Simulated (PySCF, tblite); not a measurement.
# CH7GeNSi, a small gas-phase stand-in for a defect centre: NMR shifts, core binding energies and electronic excitations, part 2 of 2

tblite 0.8.0 and PySCF 2.14.0. Atoms count from 0, parts from 1. The steps go on from the part before.

## 5. Core holes by ΔSCF: SCAN, X2C

Job settings and geometry (Å):

```
{"job": {"kind": "xps", "holes": 5}, "charge": 0, "multiplicity": 1}
C      0.006742    -0.021348     1.485934
N      0.196130     1.062083     0.767359
Si     0.218800     1.297112    -1.026075
Ge    -0.309046    -1.746986     0.591078
H      0.359555     1.914705     1.316399
H      0.474378     2.751110    -1.242695
H      1.310377     0.474560    -1.613145
H     -1.100964     0.903166    -1.587232
H     -1.667686    -2.237981     1.122914
H      0.794300    -2.684326     1.114789
H     -0.335530    -1.865387    -0.964026
```

Level: delta-SCF UKS SCAN, pcX-2 on the ionised atom, pcseg-1 elsewhere, spin-free X2C.

The log of the run:

```text
ground state, core basis on atom 0 (C), 139 functions
  cycle   1  E = -2480.93097756  |g| = 3.04e-01
  cycle   2  E = -2480.89811427  |g| = 4.38e-01
  cycle   3  E = -2480.95351778  |g| = 1.08e-01
  cycle   4  E = -2480.95683611  |g| = 3.96e-02
  cycle   5  E = -2480.95713495  |g| = 1.49e-02
  cycle   6  E = -2480.95719960  |g| = 2.47e-03
  cycle   7  E = -2480.95719995  |g| = 5.31e-04
  cycle   8  E = -2480.95720568  |g| = 1.04e-04
  E(ground) = -2481.12562044 Eh
hole in C 1s of atom 0
  cycle   1  E = -2469.68215379  |g| = 1.49e+00
  cycle   2  E = -2467.21273547  |g| = 2.38e+00
  cycle   3  E = -2470.01480358  |g| = 6.51e-01
  cycle   4  E = -2470.20609810  |g| = 3.50e-01
  cycle   5  E = -2470.22291968  |g| = 3.31e-01
  cycle   6  E = -2470.27498619  |g| = 3.32e-02
  cycle   7  E = -2470.27587612  |g| = 1.43e-02
  cycle   8  E = -2470.27616862  |g| = 9.55e-03
  cycle   9  E = -2470.27638335  |g| = 6.30e-03
  cycle  10  E = -2470.27650254  |g| = 4.17e-03
  cycle  11  E = -2470.27654338  |g| = 1.65e-03
  cycle  12  E = -2470.27655322  |g| = 6.21e-04
  cycle  13  E = -2470.27655475  |g| = 2.60e-04
  E(ion) = -2470.44334658 Eh   <S^2> = 0.8970   hole on atom = 1.000   binding energy = 290.679 eV
ground state, core basis on atom 1 (N), 139 functions
  cycle   1  E = -2480.96841903  |g| = 7.28e-02
  cycle   2  E = -2480.96838156  |g| = 1.80e-02
  cycle   3  E = -2480.96818096  |g| = 3.14e-02
  cycle   4  E = -2480.96848429  |g| = 4.05e-03
  cycle   5  E = -2480.96848848  |g| = 1.55e-03
  cycle   6  E = -2480.96849074  |g| = 1.66e-04
  E(ground) = -2481.13471186 Eh
hole in N 1s of atom 1
  cycle   1  E = -2465.32231877  |g| = 1.87e+00
  cycle   2  E = -2463.68728242  |g| = 2.43e+00
  cycle   3  E = -2465.73791493  |g| = 6.50e-01
  cycle   4  E = -2465.77718139  |g| = 6.34e-01
  cycle   5  E = -2466.03776847  |g| = 1.04e-01
  cycle   6  E = -2466.04201343  |g| = 4.25e-02
  cycle   7  E = -2466.04308928  |g| = 9.63e-03
  cycle   8  E = -2466.04314969  |g| = 2.15e-03
  cycle   9  E = -2466.04315623  |g| = 1.06e-03
  cycle  10  E = -2466.04316048  |g| = 1.16e-03
  cycle  11  E = -2466.04316196  |g| = 1.23e-03
  cycle  12  E = -2466.04315259  |g| = 4.88e-04
  E(ion) = -2466.20794030 Eh   <S^2> = 0.7693   hole on atom = 1.000   binding energy = 406.178 eV
ground state, core basis on atom 2 (Si), 150 functions
  cycle   1  E = -2481.04992245  |g| = 2.87e-01
  cycle   2  E = -2481.04998874  |g| = 3.75e-02
  cycle   3  E = -2481.04993164  |g| = 3.15e-02
  cycle   4  E = -2481.05007424  |g| = 1.08e-02
  cycle   5  E = -2481.05010793  |g| = 1.07e-03
  cycle   6  E = -2481.05011106  |g| = 1.33e-04
  E(ground) = -2481.17703486 Eh
hole in Si 2p of atom 2
  cycle   1  E = -2476.74697168  |g| = 1.23e+00
  cycle   2  E = -2475.61806760  |g| = 1.56e+00
  cycle   3  E = -2476.48192099  |g| = 1.02e+00
  cycle   4  E = -2477.04408971  |g| = 2.11e-01
  cycle   5  E = -2477.06272600  |g| = 1.62e-01
  cycle   6  E = -2477.07480307  |g| = 5.63e-02
  cycle   7  E = -2477.07683930  |g| = 1.00e-02
  cycle   8  E = -2477.07690992  |g| = 2.92e-03
  cycle   9  E = -2477.07691382  |g| = 9.46e-04
  cycle  10  E = -2477.07691542  |g| = 3.35e-04
  E(ion) = -2477.21595896 Eh   <S^2> = 0.7568   hole on atom = 1.002   binding energy = 107.786 eV
  2p3/2 = 107.546 eV   2p1/2 = 108.170 eV
```

Wall time 21 s (1 thread of Arm Neoverse V1, shared host); peak memory 0.55 GiB.

Binding energies by hole, beside the orbital energy of the ground state; the difference holds orbital relaxation and, for a density functional, its self-interaction error:

| hole | stands for | environment | ΔSCF (eV; 2p as the shell's mean) | −ε (eV) | ⟨S²⟩ |
| --- | --- | --- | --- | --- | --- |
| C1s on C0 | C0 | carbon bonded to Ge, N | 290.68 (doubtful) | 274.4 | 0.897 |
| N1s on N1 | N1 | nitrogen bonded to C, Si, H | 406.18 | 387.6 | 0.769 |
| Si2p on Si2 | Si2 | silicon bonded to N, 3 H | 107.75 | 97.1 | 0.757 |

Doubtful: the ion did not converge, its hole moved, or its ⟨S²⟩ is well above 0.75.

With the spin-orbit splitting: Si2 2p3/2 107.55, 2p1/2 108.17 eV. The table gives each 2p level as the mean over the whole 2p shell (two parts 2p3/2, one part 2p1/2), which differs a little from the single hole in the log.

## 6. Excited states and response: CAM-B3LYP/def2-SVPD

Same as in step 5 but for these lines:

```diff
@@ -1,2 +1,2 @@
-{"job": {"kind": "xps", "holes": 5}, "charge": 0, "multiplicity": 1}
+{"job": {"kind": "uv", "xc": "CAM-B3LYP", "basis": "def2-SVPD", "nstates": 6, "ntriplets": 2, "ip": true}, "charge": 0, "multiplicity": 1}
 C      0.006742    -0.021348     1.485934
```

Level: TDDFT CAM-B3LYP/def2-SVPD, vertical, gas phase, core orbitals frozen in the response.

The log of the run:

```text
coarse grid: 41432 points
cycle   1  E = -2463.0976443529  dE = -5.768e-01  |g| = 4.143e-01  |ddm| = 4.129e+00
cycle   2  E = -2463.1107069168  dE = -1.306e-02  |g| = 3.770e-01  |ddm| = 1.267e+00
cycle   3  E = -2463.1275359758  dE = -1.683e-02  |g| = 3.884e-02  |ddm| = 5.022e-01
cycle   4  E = -2463.1278990137  dE = -3.630e-04  |g| = 1.717e-02  |ddm| = 1.602e-01
cycle   5  E = -2463.1279734911  dE = -7.448e-05  |g| = 7.282e-03  |ddm| = 4.938e-02
cycle   6  E = -2463.1279884405  dE = -1.495e-05  |g| = 1.763e-03  |ddm| = 2.136e-02
cycle   7  E = -2463.1279896022  dE = -1.162e-06  |g| = 6.141e-04  |ddm| = 8.038e-03
final grid: 84768 points
cycle   8  E = -2463.1279769093  dE = -1.136e-07  |g| = 6.357e-04  |ddm| = 4.158e-03
cycle   9  E = -2463.1279769050  dE =  4.276e-09  |g| = 6.811e-04  |ddm| = 3.350e-03
cycle  10  E = -2463.1279770229  dE = -1.179e-07  |g| = 5.468e-05  |ddm| = 1.560e-03
cycle  11  E = -2463.1279770241  dE = -1.229e-09  |g| = 3.336e-05  |ddm| = 2.083e-04
cycle  12  E = -2463.1279770247  dE = -5.830e-10  |g| = 7.019e-06  |ddm| = 2.238e-04
converged SCF energy = -2463.1279770247

Static polarisability (au): isotropic 83.680, principal 66.639 81.451 102.951

Singlet excitations
state   eV       nm        f      main configurations
  1   2.2639    547.7   0.00089   H->L 0.96
  2   4.4035    281.6   0.01065   H->L+1 0.94
  3   5.2168    237.7   0.08711   H->L+2 0.92
  4   5.6337    220.1   0.03199   H->L+3 0.49, H->L+4 0.44
  5   5.8373    212.4   0.06264   H->L+5 0.93
  6   5.9815    207.3   0.00098   H->L+6 0.85, H->L+8 0.10

Triplet excitations (Tamm-Dancoff, eV): 1.2825 4.0782
Vertical ionisation energy (delta-SCF) = 7.4381 eV
Vertical electron affinity (delta-SCF) = -0.3448 eV
```

Run time: 55 s. Hardware: 1 thread of Arm Neoverse V1, shared host; peak memory 0.83 GiB.

Frontier orbitals and where they lie:

| orbital | eV | atoms |
| --- | --- | --- |
| HOMO−3 | -11.21 | Si2 21 %, N1 18 %, H6 13 % |
| HOMO−2 | -10.60 | Ge3 31 %, H9 19 %, H8 18 % |
| HOMO−1 | -10.52 | Ge3 40 %, H10 21 %, H8 13 % |
| HOMO | -6.82 | C0 58 %, N1 16 %, Ge3 13 % |
| LUMO | -0.17 | C0 41 %, N1 24 %, Ge3 13 % |
| LUMO+1 | 0.56 | Si2 32 %, H5 11 %, N1 10 % |
| LUMO+2 | 0.84 | Si2 38 %, Ge3 17 %, H6 9 % |

With each of the 6 states as a Gaussian band of 0.4 eV half-width at 1/e, the curve within the window shown has maxima at 227 nm (ε 4,600) L/(mol cm). Beyond the last state computed it falls off for lack of states. The curve at chosen wavelengths:

nm, ε (L/mol/cm) and a bar:
```
      197        859 ######
      219       4439 ##############################
      241       3797 ##########################
      263        946 ######
      285        452 ###
      306        195 #
      328         37 
      350          4 
      372          0 
      394          0 
      416          1 
      438          5 
      460         11 
      481         20 
      503         28 
      525         34 
      547         36 
      569         34 
      591         30 
      613         25 
      635         20 
      656         15 
      678         11 
      700          8 
      722          6 
      744          4
```

Ground-state properties from the same run:

| property | computed |
| --- | --- |
| dipole moment (D) | 3.30 |
| polarisability (Å³) | 12.40 |
| HOMO–LUMO gap (eV) | 6.65 |
| −ε(HOMO) (eV) | 6.82 |

## 7. What came out

What follows sums up all 2 parts.

```
                                                                  quantity                                             value
                                                               point group                                                Cs
                                      rotational constants (main isotopes)                              8.16, 1.59, 1.37 GHz
                                    13C shifts against TMS (PBE0/pcSseg-2)                                         562.2 ppm
    1H shifts against TMS (PBE0/pcSseg-2, means over atoms taken as alike)                 13.03, 5.13, 4.91, 4.82, 4.71 ppm
                                    15N shifts against NH3 (PBE0/pcSseg-2)                                         274.0 ppm
                                   29Si shifts against TMS (PBE0/pcSseg-2)                                         -80.3 ppm
                                 73Ge shifts against GeMe4 (PBE0/pcSseg-2)                                          -283 ppm
potential on the surface of density 0.002 e/bohr³, 1st and 99th percentile                                -1.92 V and 1.98 V
                                          N1s binding energies, SCAN/pcX-2                                      N1 406.18 eV
                                         Si2p binding energies, SCAN/pcX-2                                     Si2 107.75 eV
                                      lowest singlet (CAM-B3LYP/def2-SVPD)                       2.26 eV (548 nm), f = 0.001
                                  brightest single state of those computed                       state 3, 5.22 eV, f = 0.087
                                                            lowest triplet                                           1.28 eV
                                         vertical ionisation energy (ΔSCF)                                           7.44 eV
                                         vertical electron affinity (ΔSCF)  -0.34 eV (unbound: the value hangs on the basis)
```

In words: The start of the PBE0/def2-SVP relaxation was shaken at random by about 0.01 Å, so part of the energy gained, and of the first lengths quoted, undoes that. Over 5 steps the energy fell by 0.201 eV; of the close pairs, Si2–H7 changed most, 1.424 to 1.487 Å (PBE0/def2-SVP). Hydrogens of an XH3 group are listed apart at this fixed geometry; free rotation makes them one line at their mean. At PBE0/pcSseg-2: The largest span, 1245 ppm, is at C0, where the paramagnetic term is -626 ppm. At PBE0/pcSseg-2, counted by nearest atom on the grid, the HOMO lies on C0 67 %; Ge3 9 %, the LUMO on C0 54 %; N1 16 %. The lowest singlet, at 2.26 eV, is HOMO→LUMO 0.96 and is dark; of the 6 states computed, the strongest absorption comes from state 3 at 5.22 eV. The lowest triplet lies 0.98 eV below the lowest singlet (triplets in Tamm-Dancoff, singlets in full TDDFT). The orbital energy would give 6.82 eV for ionisation, ΔSCF gives 7.44 eV. Spin-orbit coupling is left out, which matters for shieldings and couplings at and beside the heavy atoms. A capped cluster stands for the solid here, so long-range fields and strain are missing, and bands or shifts of the capping hydrogens have no counterpart in it.
